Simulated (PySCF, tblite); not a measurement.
# C₄H₁₃NSi₂: a rotation path, then NMR shifts on frames, part 1 of 2

Aim: move C₄H₁₃NSi₂ (`[SiH3]C[C@@H]1CN[SiH2]C1`) away from its starting geometry and see how NMR shifts follow the geometry.

The runs use tblite 0.8.0 and PySCF 2.14.0, with density-fitted response routines of our own; the level of theory stands in each step. All values are computed, except where a source is named. Atoms are numbered from 0 throughout.

## (1) The molecule as given

20 atoms, charge 0, multiplicity 1; geometry from: GFN2-xTB.

Bonds of the start (Å): Si0–C1 1.90, C1–C2 1.52, C2–C3 1.53, C3–N4 1.45, N4–Si5 1.72, Si5–C6 1.90, C6–C2 1.53, Si0–H7 1.46, Si0–H8 1.46, Si0–H9 1.47, C1–H10 1.09, C1–H11 1.09, C2–H12 1.10, C3–H13 1.10, C3–H14 1.10, N4–H15 1.01, Si5–H16 1.46, Si5–H17 1.47, C6–H18 1.09, C6–H19 1.09.

## (2) The rotation path with GFN2-xTB

Job settings and geometry (Å):

```
{"job": {"kind": "neb", "xc": "GFN2-xTB", "basis": "xTB", "atoms": [0, 1, 2, 3], "turn": 120}, "charge": 0, "multiplicity": 1}
Si     2.840470    -0.041525    -0.362078
C      1.219951    -1.025172    -0.222457
C      0.059178    -0.230189     0.365627
C     -1.214570    -1.073803     0.480894
N     -2.299588    -0.151430     0.743740
Si    -2.085160     1.406130     0.058697
C     -0.298390     1.012241    -0.450559
H      3.103231     0.653092     0.900215
H      2.776996     0.933538    -1.452936
H      3.927949    -0.983850    -0.640124
H      0.930171    -1.394788    -1.209442
H      1.388845    -1.909920     0.397238
H      0.324717     0.093725     1.377520
H     -1.376423    -1.634797    -0.452216
H     -1.132576    -1.798949     1.298334
H     -3.183060    -0.586864     0.947221
H     -2.226726     2.428917     1.097571
H     -2.928533     1.725631    -1.101355
H     -0.245552     0.775766    -1.514241
H      0.413920     1.812924    -0.264685
```

Level: GFN2-xTB climbing-image nudged elastic band, gas phase.

On the command line:

```sh
$ OMP_NUM_THREADS=1 python probes_run.py task.json out
```

The driver reads the jobs from task.json and runs them one after another.

The program printed:

```text
image   E - E0 / eV
  0      -0.0000
  1       0.0173
  2       0.0601
  3       0.1058
  4       0.1274
  5       0.1112
  6       0.0698
  7       0.0342
  8       0.0102
```

It took 13 s on 1 thread, shared host.

The final band, with the dihedral Si0–C1–C2–C3:

| image | dihedral (°) | energy (eV) | energy (kcal/mol) |
| --- | --- | --- | --- |
| 0 | -179 | 0.000 | 0.0 |
| 1 | -164 | 0.017 | 0.4 |
| 2 | -150 | 0.060 | 1.4 |
| 3 | -135 | 0.106 | 2.4 |
| 4 | -120 | 0.127 | 2.9 |
| 5 | -105 | 0.111 | 2.6 |
| 6 | -90 | 0.070 | 1.6 |
| 7 | -74 | 0.034 | 0.8 |
| 8 | -63 | 0.010 | 0.2 |

## (3) Nuclear shieldings: image 0, PBE0/pcSseg-1

Job settings and geometry (Å):

```
{"job": {"kind": "nmr", "xc": "PBE0", "basis": "pcSseg-1", "pop": false}, "charge": 0, "multiplicity": 1}
Si     2.840500    -0.041500    -0.362100
C      1.220000    -1.025200    -0.222500
C      0.059200    -0.230200     0.365600
C     -1.214600    -1.073800     0.480900
N     -2.299600    -0.151400     0.743700
Si    -2.085200     1.406100     0.058700
C     -0.298400     1.012200    -0.450600
H      3.103200     0.653100     0.900200
H      2.777000     0.933500    -1.452900
H      3.927900    -0.983800    -0.640100
H      0.930200    -1.394800    -1.209400
H      1.388800    -1.909900     0.397200
H      0.324700     0.093700     1.377500
H     -1.376400    -1.634800    -0.452200
H     -1.132600    -1.798900     1.298300
H     -3.183100    -0.586900     0.947200
H     -2.226700     2.428900     1.097600
H     -2.928500     1.725600    -1.101400
H     -0.245600     0.775800    -1.514200
H      0.413900     1.812900    -0.264700
```

Level: GIAO PBE0/pcSseg-1 NMR shielding, non-relativistic, gas phase.

The program printed:

```text
coarse grid: 16720 points
cycle   1  E = -793.3444127782  dE =  6.074e-01  |g| = 5.021e-01  |ddm| = 3.948e+00
cycle   2  E = -793.2993186352  dE =  4.509e-02  |g| = 6.641e-01  |ddm| = 1.169e+00
cycle   3  E = -793.4058774147  dE = -1.066e-01  |g| = 5.339e-02  |ddm| = 7.501e-01
cycle   4  E = -793.4063776038  dE = -5.002e-04  |g| = 2.546e-02  |ddm| = 7.564e-02
cycle   5  E = -793.4065189947  dE = -1.414e-04  |g| = 6.174e-03  |ddm| = 2.685e-02
cycle   6  E = -793.4065275815  dE = -8.587e-06  |g| = 1.670e-03  |ddm| = 7.978e-03
final grid: 149512 points
cycle   7  E = -793.4455811941  dE = -3.835e-05  |g| = 9.160e-03  |ddm| = 3.215e-02
cycle   8  E = -793.4455631123  dE =  1.808e-05  |g| = 1.239e-02  |ddm| = 2.143e-02
cycle   9  E = -793.4456031355  dE = -4.002e-05  |g| = 4.534e-04  |ddm| = 1.274e-02
cycle  10  E = -793.4456031729  dE = -3.736e-08  |g| = 1.811e-04  |ddm| = 6.328e-04
cycle  11  E = -793.4456031794  dE = -6.536e-09  |g| = 5.915e-05  |ddm| = 1.886e-04
cycle  12  E = -793.4456031801  dE = -7.276e-10  |g| = 1.667e-05  |ddm| = 7.643e-05
converged SCF energy = -793.4456031801

GIAO shielding tensors (ppm)
atom      isotropic    diamagn.    paramagn.     s11        s22        s33       span
  0 Si     422.557     879.335    -456.779    392.338    408.318    467.014     74.675
  1 C      170.125     250.354     -80.229    151.635    165.403    193.337     41.702
  2 C      146.672     249.394    -102.722    131.463    143.444    165.107     33.644
  3 C      126.301     246.650    -120.349     98.708    124.132    156.064     57.356
  4 N      244.003     322.176     -78.173    190.241    227.829    313.938    123.697
  5 Si     373.826     880.053    -506.227    328.390    361.094    431.994    103.604
  6 C      168.368     253.917     -85.549    152.340    161.000    191.763     39.423
  7 H       27.903      29.162      -1.260     24.471     26.250     32.987      8.516
  8 H       27.710      29.051      -1.341     23.965     26.871     32.295      8.330
  9 H       27.808      28.204      -0.397     24.297     25.273     33.853      9.556
 10 H       31.227      32.041      -0.814     26.839     30.507     36.336      9.497
 11 H       30.605      31.232      -0.628     24.639     29.471     37.704     13.065
 12 H       29.794      34.324      -4.530     26.031     28.488     34.863      8.833
 13 H       28.942      32.284      -3.343     23.626     29.100     34.099     10.473
 14 H       28.244      31.212      -2.968     23.134     28.227     33.372     10.238
 15 H       31.803      30.396       1.407     21.774     28.757     44.878     23.104
 16 H       26.761      28.911      -2.150     23.116     23.918     33.249     10.133
 17 H       26.704      28.728      -2.024     23.400     23.883     32.829      9.429
 18 H       31.284      33.369      -2.085     26.546     30.312     36.994     10.448
 19 H       30.581      32.790      -2.210     25.661     29.354     36.727     11.066
```

Run time: 1.8 min. Hardware: 1 thread, shared host.

The references, computed at this level on geometries of the same kind, shield at (ppm): 1H TMS 31.72, 13C TMS 186.9, 29Si TMS 349.2, 15N NH3 267.7. Their shielding less the atom's gives the shift. The references are single molecules in the gas phase, so shifts against H2O, NH3, PH3, H3PO4 or CFCl3 are not on the usual liquid scales and can be off by tens of ppm. Each atom is listed at this fixed geometry, with no averaging over motion; a spectrum would average atoms that exchange fast.

```csv
atoms,environment,σ (ppm),δ (ppm)
C3,sp3 CH2 bonded to N,126.3,60.6
C2,sp3 CH in a ring,146.7,40.3
C6,sp3 CH2 bonded to Si,168.4,18.6
C1,sp3 CH2 bonded to Si,170.1,16.8
H17,"hydrogen on a silicon bonded to C, N, in a 5-membered ring",26.70,5.01
H16,"hydrogen on a silicon bonded to C, N, in a 5-membered ring",26.76,4.96
H8,hydrogen on a silicon bonded to C,27.71,4.01
H9,hydrogen on a silicon bonded to C,27.81,3.91
H7,hydrogen on a silicon bonded to C,27.90,3.81
H14,hydrogen on an sp3 CH2 bonded to N,28.24,3.47
H13,hydrogen on an sp3 CH2 bonded to N,28.94,2.78
H12,hydrogen on an sp3 CH in a ring,29.79,1.92
H19,hydrogen on an sp3 CH2 bonded to Si,30.58,1.14
H11,hydrogen on an sp3 CH2 bonded to Si,30.60,1.11
H10,hydrogen on an sp3 CH2 bonded to Si,31.23,0.49
H18,hydrogen on an sp3 CH2 bonded to Si,31.28,0.43
H15,"hydrogen on a nitrogen bonded to C, Si, in a 5-membered ring",31.80,-0.09
Si5,"silicon bonded to C, N, 2 H, in a 5-membered ring",373.8,-24.7
Si0,"silicon bonded to C, 3 H",422.6,-73.4
N4,"nitrogen bonded to C, Si, H, in a 5-membered ring",244.0,23.7
```

Ring of atoms C2, C3, N4, Si5, C6: NICS(0) -6.3, NICS(1) -3.3, NICS(1)zz -2.3 ppm (means of both faces).

The fields below are evaluated on a grid from the run's orbitals.

Frontier orbitals at PBE0/pcSseg-1, with the share of their density that lies nearest to each atom:

```csv
orbital,energy (eV),lies on
HOMO,-6.54,"N4 60 %; H13 9 %; H15, H16, H17 about 6 % each"
LUMO,0.73,"Si5 14 %; H16, H17 about 13 % each; H11, H15, H19 about 6 % each"
```

ELF in a plane through or near 11 of the atoms.

Ten even steps from ' ' (0.00) to '@' (1.00):
```
                                                        
                                                        
                                                        
                              ::::                      
                  **%%##    ==%%##--                    
                ..@@@@@@..  ++%%%%==    ::..            
        ----    ..@@@@@@--  --++++==..##@@@@--          
      --@@@@**  ..##@@%%==::**::--##**@@@@@@++          
    ..@@@@@@@@++==%%==::@@**%%%%++%%::##%%**..          
    --@@@@@@@@==..%%%%**%%::==++..++**##==              
    ..%%@@@@%%==**..##==--##@@**::--==++--              
      --####==--##  --  ..**==++%%..##......            
          ..--**####::  ++%%--++@@..##::--::            
            ==@@@@%%::  @@@@@@**%%--  ::==::            
            ::%%@@**    @@@@@@--::::..::::              
              ==++::    ++@@**..      ..                
                                                        
                                                        
                                                        
                                                        
```
The map spans 13.4 Å across and 9.6 Å up, centred on the molecule. Atoms in the plane (x, y in Å): Si0 (-2.8, -0.4), C1 (-1.4, 0.8), C2 (0.0, 0.3), C3 (1.1, 1.3), N4 (2.3, 0.6), Si5 (2.3, -1.1), C6 (0.4, -1.0), H9 (-4.1, 0.3), H11 (-1.6, 1.8), H15 (3.1, 1.2), H19 (-0.1, -1.9).

On the surface of density 0.002 e/bohr³ the electrostatic potential runs, from the 1st to the 99th percentile, from -0.95 V near N4 to 1.29 V near H15.

## (4) Nuclear shieldings: image 2, PBE0/pcSseg-1

Job settings and geometry (Å):

```
{"job": {"kind": "nmr", "xc": "PBE0", "basis": "pcSseg-1", "pop": false}, "charge": 0, "multiplicity": 1}
Si     2.946500    -0.194900    -0.128000
C      1.210700    -0.899100    -0.439900
C      0.075800    -0.105100     0.211000
C     -1.107400    -1.005500     0.579600
N     -2.214800    -0.128000     0.891800
Si    -2.201500     1.359100     0.038200
C     -0.471200     1.018400    -0.670500
H      3.103900     0.054100     1.306900
H      3.162200     1.047300    -0.870000
H      3.937200    -1.190200    -0.548200
H      1.019700    -0.983800    -1.512300
H      1.190900    -1.919900    -0.049500
H      0.426100     0.344100     1.147000
H     -1.344800    -1.679900    -0.256100
H     -0.861300    -1.626500     1.448400
H     -3.026600    -0.590400     1.264700
H     -2.296100     2.472300     0.985800
H     -3.203400     1.497200    -1.027900
H     -0.554000     0.669300    -1.702100
H      0.202900     1.872100    -0.671900
```

Level: GIAO PBE0/pcSseg-1 NMR shielding, non-relativistic, gas phase.

The program printed:

```text
coarse grid: 16720 points
cycle   1  E = -793.3426021694  dE =  6.003e-01  |g| = 5.013e-01  |ddm| = 3.946e+00
cycle   2  E = -793.2980865406  dE =  4.452e-02  |g| = 6.620e-01  |ddm| = 1.171e+00
cycle   3  E = -793.4038685565  dE = -1.058e-01  |g| = 5.332e-02  |ddm| = 7.506e-01
cycle   4  E = -793.4043639528  dE = -4.954e-04  |g| = 2.567e-02  |ddm| = 7.504e-02
cycle   5  E = -793.4045084659  dE = -1.445e-04  |g| = 6.035e-03  |ddm| = 2.690e-02
cycle   6  E = -793.4045166799  dE = -8.214e-06  |g| = 1.674e-03  |ddm| = 7.920e-03
final grid: 149512 points
cycle   7  E = -793.4437335692  dE = -3.886e-05  |g| = 8.842e-03  |ddm| = 3.054e-02
cycle   8  E = -793.4437171351  dE =  1.643e-05  |g| = 1.191e-02  |ddm| = 2.095e-02
cycle   9  E = -793.4437540007  dE = -3.687e-05  |g| = 4.816e-04  |ddm| = 1.229e-02
cycle  10  E = -793.4437540429  dE = -4.229e-08  |g| = 1.970e-04  |ddm| = 6.580e-04
cycle  11  E = -793.4437540508  dE = -7.822e-09  |g| = 5.695e-05  |ddm| = 1.962e-04
cycle  12  E = -793.4437540514  dE = -6.723e-10  |g| = 1.828e-05  |ddm| = 8.008e-05
converged SCF energy = -793.4437540514

GIAO shielding tensors (ppm)
atom      isotropic    diamagn.    paramagn.     s11        s22        s33       span
  0 Si     419.145     879.331    -460.186    380.359    408.085    468.991     88.632
  1 C      169.959     250.109     -80.149    146.351    166.866    196.661     50.310
  2 C      147.113     249.302    -102.188    133.096    141.216    167.027     33.931
  3 C      126.976     246.792    -119.816     95.815    124.633    160.481     64.666
  4 N      244.116     322.101     -77.985    190.615    227.744    313.990    123.375
  5 Si     373.163     880.030    -506.867    325.822    361.407    432.262    106.440
  6 C      166.957     252.583     -85.625    143.466    162.396    195.010     51.544
  7 H       27.914      29.134      -1.220     24.365     26.445     32.931      8.566
  8 H       27.690      28.890      -1.199     23.981     26.536     32.554      8.573
  9 H       27.740      28.141      -0.401     24.209     25.244     33.767      9.558
 10 H       31.174      31.997      -0.823     26.856     30.508     36.159      9.303
 11 H       30.782      31.723      -0.940     24.696     30.471     37.181     12.485
 12 H       29.899      34.863      -4.964     25.608     29.148     34.941      9.333
 13 H       28.905      32.432      -3.527     23.567     29.074     34.073     10.506
 14 H       28.331      31.581      -3.250     23.221     28.399     33.372     10.151
 15 H       31.802      30.521       1.281     21.762     28.821     44.824     23.061
 16 H       26.754      28.888      -2.134     23.085     23.922     33.255     10.170
 17 H       26.693      28.636      -1.943     23.342     23.881     32.855      9.513
 18 H       31.245      32.726      -1.482     26.559     29.894     37.282     10.723
 19 H       30.340      32.257      -1.917     25.594     28.800     36.626     11.031
```

Run time: 81 s. Hardware: 1 thread, shared host.

In short: δ C3 59.9, C2 39.8, C6 20.0, C1 17.0, H17 5.02, H16 4.96 ppm.

(Continued in part 2 of 2.)
